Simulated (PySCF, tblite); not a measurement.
# C₇H₉BO: a rotation path, then NMR shifts on frames, part 2 of 2

tblite 0.8.0 and PySCF 2.14.0. Atoms count from 0. The steps go on from the part before.

## Step 5: Nuclear shieldings: image 4, PBE0/pcSseg-1

Job settings and geometry (Å):

```
{"job": {"kind": "nmr", "xc": "PBE0", "basis": "pcSseg-1", "pop": false}, "charge": 0, "multiplicity": 1}
B     -2.786700    -1.147800     0.229300
C     -1.550000    -0.272300    -0.075800
C     -1.673800     1.089700    -0.385200
C     -0.573300     1.867200    -0.690800
C      0.693900     1.309100    -0.695700
C      0.850400    -0.038500    -0.392000
O      2.109200    -0.613600    -0.450600
C      2.761100    -0.705300     0.795700
C     -0.257000    -0.811500    -0.079800
H     -3.855600    -0.673900     0.226700
H     -2.657700    -2.286800     0.458400
H     -2.656400     1.537600    -0.389500
H     -0.698000     2.913300    -0.930200
H      1.561800     1.902400    -0.943000
H      3.678500    -1.263600     0.618300
H      3.006200     0.289800     1.186200
H      2.150100    -1.232700     1.536700
H     -0.111600    -1.857100     0.149800
```

Level: GIAO PBE0/pcSseg-1 NMR shielding, non-relativistic, gas phase.

Standard output:

```text
coarse grid: 15360 points
cycle   1  E = -371.5826952802  dE =  1.395e+00  |g| = 5.414e-01  |ddm| = 4.046e+00
cycle   2  E = -371.5507023552  dE =  3.199e-02  |g| = 7.054e-01  |ddm| = 1.291e+00
cycle   3  E = -371.6439373050  dE = -9.323e-02  |g| = 9.320e-02  |ddm| = 7.599e-01
cycle   4  E = -371.6455220976  dE = -1.585e-03  |g| = 3.687e-02  |ddm| = 1.052e-01
cycle   5  E = -371.6458417296  dE = -3.196e-04  |g| = 1.232e-02  |ddm| = 4.872e-02
cycle   6  E = -371.6458812228  dE = -3.949e-05  |g| = 4.573e-03  |ddm| = 1.721e-02
cycle   7  E = -371.6458864406  dE = -5.218e-06  |g| = 9.425e-04  |ddm| = 5.031e-03
final grid: 149224 points
cycle   8  E = -371.7084275226  dE = -3.498e-05  |g| = 1.178e-02  |ddm| = 4.616e-02
cycle   9  E = -371.7084008495  dE =  2.667e-05  |g| = 1.693e-02  |ddm| = 2.455e-02
cycle  10  E = -371.7084559355  dE = -5.509e-05  |g| = 1.601e-03  |ddm| = 1.530e-02
cycle  11  E = -371.7084565217  dE = -5.861e-07  |g| = 2.703e-04  |ddm| = 2.019e-03
cycle  12  E = -371.7084565355  dE = -1.378e-08  |g| = 1.430e-04  |ddm| = 4.111e-04
cycle  13  E = -371.7084565411  dE = -5.609e-09  |g| = 4.120e-05  |ddm| = 1.800e-04
cycle  14  E = -371.7084565415  dE = -4.202e-10  |g| = 7.102e-06  |ddm| = 4.146e-05
converged SCF energy = -371.7084565415

GIAO shielding tensors (ppm)
atom      isotropic    diamagn.    paramagn.     s11        s22        s33       span
  0 B       24.956     191.929    -166.973    -24.790    -17.589    117.247    142.038
  1 C       36.680     253.180    -216.500    -46.563    -40.551    197.153    243.716
  2 C       41.127     254.106    -212.979    -62.286     19.233    166.433    228.719
  3 C       52.567     255.733    -203.166    -56.149     40.365    173.484    229.633
  4 C       50.621     253.467    -202.846    -47.257     32.701    166.418    213.675
  5 C       17.402     256.877    -239.475    -71.927     10.873    113.259    185.186
  6 O      260.634     401.398    -140.764    213.301    243.131    325.470    112.169
  7 C      120.508     244.089    -123.581     86.572     94.663    180.290     93.718
  8 C       42.788     253.630    -210.842    -48.275     22.107    154.531    202.805
  9 H       24.300      29.630      -5.330     18.982     26.247     27.673      8.691
 10 H       24.317      29.696      -5.379     18.645     26.201     28.104      9.460
 11 H       23.604      31.870      -8.266     20.380     23.641     26.791      6.411
 12 H       23.914      30.452      -6.539     20.458     24.249     27.035      6.577
 13 H       23.956      31.763      -7.807     20.701     22.952     28.217      7.516
 14 H       27.347      27.797      -0.450     24.107     24.472     33.461      9.354
 15 H       27.933      29.290      -1.357     23.607     26.488     33.703     10.096
 16 H       28.007      30.141      -2.134     23.722     26.855     33.443      9.720
 17 H       23.591      33.743     -10.152     20.148     22.096     28.529      8.381
```

It took 28 s on 1 thread of Intel Xeon Platinum 8488C, shared host; peak memory 0.91 GiB.

In short: δ C5 169.5, C1 150.2, C2 145.8, C8 144.1, H17 8.13, H11 8.11 ppm.

## Step 6: NMR shieldings: image 6, PBE0/pcSseg-1

Job settings and geometry (Å):

```
{"job": {"kind": "nmr", "xc": "PBE0", "basis": "pcSseg-1", "pop": false}, "charge": 0, "multiplicity": 1}
B     -2.617400    -1.135600     0.382400
C     -1.470800    -0.188300    -0.035200
C     -1.704300     1.113700    -0.496200
C     -0.662600     1.927300    -0.903000
C      0.642900     1.480300    -0.828000
C      0.915500     0.207000    -0.328300
O      2.236000    -0.156900    -0.265600
C      2.640400    -0.972400     0.810100
C     -0.138400    -0.616500     0.038600
H     -3.729700    -0.777700     0.355400
H     -2.370200    -2.224900     0.731100
H     -2.717200     1.484900    -0.535900
H     -0.863500     2.924300    -1.267600
H      1.468400     2.102400    -1.138900
H      3.684900    -1.215300     0.624500
H      2.554000    -0.425100     1.755600
H      2.069600    -1.900300     0.885500
H      0.053700    -1.620600     0.384100
```

With the program's defaults for keys left out, this is: GIAO PBE0/pcSseg-1 NMR shielding, non-relativistic, gas phase.

Standard output:

```text
coarse grid: 15360 points
cycle   1  E = -371.5863124506  dE =  1.415e+00  |g| = 5.307e-01  |ddm| = 4.031e+00
cycle   2  E = -371.5577606083  dE =  2.855e-02  |g| = 6.834e-01  |ddm| = 1.184e+00
cycle   3  E = -371.6456933782  dE = -8.793e-02  |g| = 9.613e-02  |ddm| = 6.642e-01
cycle   4  E = -371.6473812816  dE = -1.688e-03  |g| = 3.548e-02  |ddm| = 1.031e-01
cycle   5  E = -371.6476767305  dE = -2.954e-04  |g| = 9.729e-03  |ddm| = 4.452e-02
cycle   6  E = -371.6477000498  dE = -2.332e-05  |g| = 3.708e-03  |ddm| = 1.259e-02
cycle   7  E = -371.6477033778  dE = -3.328e-06  |g| = 1.142e-03  |ddm| = 4.547e-03
final grid: 149224 points
cycle   8  E = -371.7101860689  dE = -3.480e-05  |g| = 1.279e-02  |ddm| = 4.961e-02
cycle   9  E = -371.7101453168  dE =  4.075e-05  |g| = 1.950e-02  |ddm| = 2.633e-02
cycle  10  E = -371.7102190876  dE = -7.377e-05  |g| = 1.957e-03  |ddm| = 1.709e-02
cycle  11  E = -371.7102200211  dE = -9.335e-07  |g| = 3.752e-04  |ddm| = 2.382e-03
cycle  12  E = -371.7102200519  dE = -3.074e-08  |g| = 1.751e-04  |ddm| = 5.402e-04
cycle  13  E = -371.7102200602  dE = -8.299e-09  |g| = 3.904e-05  |ddm| = 1.967e-04
cycle  14  E = -371.7102200605  dE = -3.586e-10  |g| = 8.456e-06  |ddm| = 3.748e-05
converged SCF energy = -371.7102200605

GIAO shielding tensors (ppm)
atom      isotropic    diamagn.    paramagn.     s11        s22        s33       span
  0 B       24.995     192.481    -167.486    -24.163    -17.509    116.657    140.820
  1 C       37.849     252.564    -214.715    -46.854    -38.305    198.705    245.558
  2 C       44.681     253.574    -208.893    -56.332     23.761    166.614    222.945
  3 C       52.715     254.881    -202.166    -56.169     40.918    173.396    229.564
  4 C       53.659     253.890    -200.231    -39.510     35.999    164.489    203.999
  5 C       19.779     255.963    -236.184    -65.740     12.236    112.841    178.581
  6 O      248.286     397.537    -149.251    151.731    276.774    316.352    164.620
  7 C      129.417     244.916    -115.498     99.972    106.900    181.381     81.409
  8 C       53.881     258.259    -204.377    -33.808     25.254    170.198    204.006
  9 H       24.311      29.818      -5.507     19.100     26.269     27.565      8.465
 10 H       24.369      29.998      -5.629     18.595     26.206     28.307      9.712
 11 H       23.816      31.675      -7.860     20.562     24.096     26.789      6.228
 12 H       23.990      30.197      -6.207     20.537     24.444     26.989      6.452
 13 H       24.123      31.432      -7.310     20.620     23.523     28.224      7.603
 14 H       27.542      27.629      -0.087     23.477     25.798     33.352      9.874
 15 H       28.114      29.478      -1.364     24.201     25.919     34.223     10.022
 16 H       27.251      30.167      -2.917     22.264     26.750     32.737     10.473
 17 H       23.812      34.927     -11.115     19.317     22.697     29.421     10.104
```

Wall time 28 s (1 thread of Intel Xeon Platinum 8488C, shared host); peak memory 0.91 GiB.

This run: δ C5 167.1, C1 149.1, C2 142.2, C3 134.2, H17 7.91, H11 7.90 ppm.

## Step 7: NMR shieldings: image 8, PBE0/pcSseg-1

Job settings and geometry (Å):

```
{"job": {"kind": "nmr", "xc": "PBE0", "basis": "pcSseg-1", "pop": false}, "charge": 0, "multiplicity": 1}
B     -2.591500    -1.084500     0.480900
C     -1.450100    -0.146900     0.031400
C     -1.713900     1.065900    -0.616400
C     -0.687100     1.901800    -1.017300
C      0.627400     1.551100    -0.782700
C      0.927700     0.348100    -0.138700
O      2.255700     0.094500     0.045200
C      2.629700    -1.098800     0.688700
C     -0.106800    -0.484700     0.259600
H     -3.705100    -0.787400     0.285500
H     -2.346100    -2.094200     1.018100
H     -2.739100     1.348500    -0.803600
H     -0.908100     2.834400    -1.516100
H      1.443300     2.188100    -1.087100
H      3.718100    -1.084700     0.723500
H      2.236400    -1.147000     1.709500
H      2.297900    -1.979800     0.129500
H      0.102800    -1.418400     0.758300
```

Method: GIAO PBE0/pcSseg-1 NMR shielding, non-relativistic, gas phase.

Standard output:

```text
coarse grid: 15360 points
cycle   1  E = -371.5897934612  dE =  1.421e+00  |g| = 5.247e-01  |ddm| = 4.032e+00
cycle   2  E = -371.5624089084  dE =  2.738e-02  |g| = 6.730e-01  |ddm| = 1.178e+00
cycle   3  E = -371.6482709716  dE = -8.586e-02  |g| = 9.784e-02  |ddm| = 6.491e-01
cycle   4  E = -371.6500225967  dE = -1.752e-03  |g| = 3.582e-02  |ddm| = 1.018e-01
cycle   5  E = -371.6503222552  dE = -2.997e-04  |g| = 9.381e-03  |ddm| = 4.385e-02
cycle   6  E = -371.6503439047  dE = -2.165e-05  |g| = 3.186e-03  |ddm| = 1.118e-02
cycle   7  E = -371.6503462475  dE = -2.343e-06  |g| = 1.149e-03  |ddm| = 3.952e-03
final grid: 149224 points
cycle   8  E = -371.7139858233  dE = -4.698e-05  |g| = 1.296e-02  |ddm| = 5.862e-02
cycle   9  E = -371.7139433092  dE =  4.251e-05  |g| = 1.980e-02  |ddm| = 2.612e-02
cycle  10  E = -371.7140204905  dE = -7.718e-05  |g| = 2.147e-03  |ddm| = 1.724e-02
cycle  11  E = -371.7140216099  dE = -1.119e-06  |g| = 3.928e-04  |ddm| = 2.594e-03
cycle  12  E = -371.7140216421  dE = -3.221e-08  |g| = 1.973e-04  |ddm| = 5.868e-04
cycle  13  E = -371.7140216525  dE = -1.044e-08  |g| = 4.855e-05  |ddm| = 2.269e-04
cycle  14  E = -371.7140216531  dE = -5.596e-10  |g| = 1.063e-05  |ddm| = 4.638e-05
converged SCF energy = -371.7140216531

GIAO shielding tensors (ppm)
atom      isotropic    diamagn.    paramagn.     s11        s22        s33       span
  0 B       25.162     192.518    -167.356    -23.426    -17.480    116.392    139.818
  1 C       37.299     252.373    -215.074    -48.144    -38.732    198.772    246.915
  2 C       44.380     253.690    -209.310    -57.887     25.302    165.726    223.613
  3 C       52.738     254.491    -201.753    -56.643     41.251    173.605    230.249
  4 C       55.385     253.607    -198.222    -36.657     37.572    165.241    201.898
  5 C       21.067     256.271    -235.204    -61.373     10.346    114.228    175.601
  6 O      232.528     395.836    -163.308    133.149    278.795    285.640    152.490
  7 C      131.201     245.540    -114.339    103.013    112.469    178.122     75.108
  8 C       60.001     258.990    -198.989    -23.208     34.446    168.766    191.974
  9 H       24.342      29.885      -5.543     19.128     26.227     27.670      8.542
 10 H       24.336      30.093      -5.758     18.549     26.173     28.285      9.735
 11 H       23.788      31.684      -7.896     20.508     24.028     26.828      6.320
 12 H       23.952      30.126      -6.174     20.458     24.420     26.978      6.521
 13 H       24.134      31.320      -7.186     20.386     23.629     28.387      8.001
 14 H       27.373      27.400      -0.027     22.833     26.138     33.148     10.316
 15 H       27.864      29.810      -1.946     24.416     25.522     33.654      9.238
 16 H       27.862      29.830      -1.968     24.411     25.520     33.654      9.243
 17 H       24.253      35.430     -11.176     19.929     23.307     29.523      9.594
```

Run time: 27 s. Hardware: 1 thread of Intel Xeon Platinum 8488C, shared host; peak memory 0.91 GiB.

This run: δ C5 165.9, C1 149.6, C2 142.5, C3 134.2, H11 7.93, H12 7.77 ppm.

## Step 8: Side by side: NMR shifts

Shifts (ppm) of some atoms, chosen among heavy atoms and hydrogens apart, with basis size and wall time:

| frame | C2 | C8 | C4 | C7 | H13 | H16 | O6 | functions | time |
| --- | --- | --- | --- | --- | --- | --- | --- | --- | --- |
| image 0 | 140.6 | 139.8 | 119.2 | 55.8 | 7.09 | 3.77 | 104.6 | 198 | 28 s |
| image 2 | 142.8 | 143.1 | 127.3 | 59.5 | 7.62 | 3.62 | 83.3 | 198 | 28 s |
| image 4 | 145.8 | 144.1 | 136.3 | 66.4 | 7.76 | 3.71 | 75.4 | 198 | 28 s |
| image 6 | 142.2 | 133.0 | 133.3 | 57.5 | 7.59 | 4.47 | 87.8 | 198 | 28 s |
| image 8 | 142.5 | 126.9 | 131.5 | 55.7 | 7.58 | 3.86 | 103.6 | 198 | 27 s |

## Step 9: What came out

What follows sums up all 2 parts.

| quantity | value |
| --- | --- |
| barrier | 0.190 eV (4.4 kcal/mol) at image 4 |
| end to end (GFN2-xTB) | -0.010 eV |
| ¹³C shifts against TMS (PBE0/pcSseg-1, image 0) | 165.9, 149.5, 140.6, 139.8, 133.8, 119.2, 55.8 ppm |
| ¹H shifts against TMS (PBE0/pcSseg-1, image 0) | 7.95, 7.88, 7.75, 7.43, 7.40, 7.09, 4.37, 3.78, 3.77 ppm |
| ¹¹B shifts against BF3·OEt2 (PBE0/pcSseg-1, image 0) | 75.7 ppm |
| ¹⁷O shifts against H2O (PBE0/pcSseg-1, image 0) | 104.6 ppm |
| range of the shift of O6 | 75.4 to 104.6 ppm |

Along the band the dihedral turns by 180°, and the top (dihedral 98°) lies 4.4 kcal/mol above the start (GFN2-xTB, rough), so at room temperature this motion is fast. Ends this close can change order at a higher level. The top was not checked by a frequency run. Shifts at one fixed geometry are not the observed spectrum, which averages over the motion. In the first frame run (image 0): The widest tensor belongs to C1: span 245 ppm, with a paramagnetic part of -214 ppm. NICS(1)zz of -27 ppm above the planar ring from C1 marks a diatropic (aromatic) ring current. In ppm, O6 moves most: its shift spreads over 29.1 ppm, from 75.4 (image 4) to 104.6 (image 0).
